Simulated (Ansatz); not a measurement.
Crystal: HPbNO4.

```xyz
14
Lattice="4.1204 -0.0008 -0.0112 0.0040 6.4272 0.0536 0.0279 3.2071 7.7499" Properties=species:S:1:pos:R:3 pbc="T T T"
H     3.7380    2.9684    3.7875
H     1.6795    6.6644    4.0009
Pb    1.6467    4.2515    5.4933
Pb    3.6983    5.3813    2.2951
N     2.6193    1.9491    1.6102
N     0.5769    7.6848    6.1852
O     3.7590    3.8553    4.2210
O     2.2235    3.1363    1.5259
O     2.2071    1.0645    0.8217
O     3.4590    1.6183    2.5274
O     1.6973    5.7776    3.5672
O     0.1804    6.4980    6.2725
O     0.1698    8.5703    6.9754
O     1.4117    8.0143    5.2631
```

The cell was built by a generator and needn't be a form met in nature.

```yaml
Program: Ansatz 0.2.0
Task: single point
Functional: PBE
Potentials_or_basis: Ansatz PAW
Cutoff: "420 eV (not typed: the program's choice for these potentials)"
k_mesh: 7 × 5 × 4
Occupations: fermi-dirac, width 0.05 eV
Spin: no spin polarisation
```

On this cell: pressure 0.0 GPa; largest force 0.007 eV/Å; band gap on the k mesh 3.30 eV, indirect (least direct gap 3.39 eV).

The same run follows on a disturbed copy (atoms moved at random, drawn with an rms of 0.05 Å):

```
H Pb N O
1.0
     4.12040   -0.00081   -0.01120
     0.00404    6.42722    0.05360
     0.02791    3.20707    7.74994
H Pb N O
2 2 2 8
Direct
  0.88930 0.21034 0.49227
  0.39854 0.77415 0.51431
  0.40593 0.31193 0.70749
  0.89817 0.68775 0.29020
  0.62138 0.19157 0.20704
  0.13717 0.80684 0.79236
  0.89520 0.32694 0.54193
  0.53497 0.39513 0.19078
  0.52882 0.11553 0.10660
  0.83046 0.09022 0.32967
  0.38735 0.66701 0.45450
  0.03834 0.61195 0.80205
  0.03270 0.89727 0.89443
  0.33451 0.91290 0.66863
```

Q: What changes?

A: The energy moves by +22.9 meV/atom; pressure -1.2 GPa; largest force 5.253 eV/Å; band gap on the k mesh 3.00 eV, indirect (least direct gap 3.05 eV).

Forces on the atoms (eV/Å):
```
H   -0.030  0.166 -0.095
H   -0.178 -0.336 -0.321
Pb  -0.245 -0.063 -0.222
Pb  -0.217 -0.234  0.131
N    1.430  4.694  1.875
N   -0.861 -1.003 -0.065
O    0.238  0.032  0.166
O    0.101 -1.365  0.211
O   -0.907 -2.493 -1.512
O   -0.632 -0.807 -0.580
O    0.449  0.437  0.292
O    0.238  1.525  0.471
O    0.685 -1.143 -0.966
O   -0.069  0.589  0.616
```

Stress tensor (GPa, compression positive):
```
-0.75  0.88  0.51
 0.88 -2.31 -0.12
 0.51 -0.12 -0.51
```

Caveats: odd divisions of the mesh miss points on the zone boundary, where band edges often lie, so the gap on the mesh can be too wide; spin-orbit coupling is left out, which as a rule narrows the gap of such compounds by several tenths of an eV.

A k mesh can miss the band edges.
